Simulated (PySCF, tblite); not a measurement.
# C₃H₂BCl₂ radical: geometry, infrared bands and EPR parameters

Aim: predict the infrared bands and EPR parameters of C₃H₂BCl₂ radical (`[CH2]C#CB(Cl)Cl`).

Computed with tblite 0.8.0 and PySCF 2.14.0, with density-fitted response routines of our own, on a single molecule in the gas phase. Atoms count from 0, in the outputs and in this text.

### 1 The molecule as given

8 atoms, charge 0, multiplicity 2; geometry from: force field or distance geometry start.

Bonds of the start (Å): C0–C1 1.45, C1–C2 1.22, C2–B3 1.53, B3–Cl4 1.86, B3–Cl5 1.83, C0–H6 1.12, C0–H7 1.11.

### 2 Geometry optimisation with GFN2-xTB

Job settings and geometry (Å):

```
{"job": {"kind": "relax", "xc": "GFN2-xTB", "basis": "xTB"}, "charge": 0, "multiplicity": 2}
C     -2.154700    -0.541800    -0.134000
C     -0.732300    -0.258400    -0.097900
C      0.464800    -0.039100    -0.047700
B      1.959700     0.261600    -0.012200
Cl     2.982900    -0.423400     1.379000
Cl     2.715900     1.374500    -1.255400
H     -2.689800     0.321600    -0.603400
H     -2.537300    -0.685500     0.902300
```

Command:

```
> OMP_NUM_THREADS=1 python probes_run.py task.json out
```

The driver reads the jobs from task.json and runs them one after another.

**Question.** This job is followed by: GFN2-xTB harmonic vibrations, gas phase; UKS B3LYP, pcH-1 on B C Cl H, non-relativistic, mean-field spin-orbit, GIAO. What will the session give for the following? strongest single infrared mode (GFN2-xTB); zero-point energy (GFN2-xTB); g(iso) (B3LYP); ⟨S²⟩; largest a(iso) (averaged by class); surface potential, 1st and 99th percentile.

**Answer**, as computed:

| quantity | value |
| --- | --- |
| strongest single infrared mode (GFN2-xTB) | 716 cm⁻¹, 104 km/mol |
| zero-point energy (GFN2-xTB) | 24.1 kcal/mol |
| g(iso) (B3LYP) | 2.00485 |
| ⟨S²⟩ | 0.770 (exact 0.75) |
| largest a(iso) (averaged by class) | 13C on C1, -58.2 MHz |
| surface potential, 1st and 99th percentile | -0.47 V and 1.40 V |

What this shows: Relaxing lowered the energy by 0.985 eV in 30 steps; the close pair that moved most is B3–Cl4, from 1.858 to 1.736 Å. No mode is imaginary among the 18: a minimum at this level. The strongest single mode, at 716 cm⁻¹, moves mainly B3. GFN2-xTB is a fitted tight-binding method: band positions and strengths are rough. Its intensities can rank the bands wrongly. The largest spin populations lie on C0 (0.69 e), C2 (0.52 e). The isotropic g lies 2.5 ppt above the free-electron value.
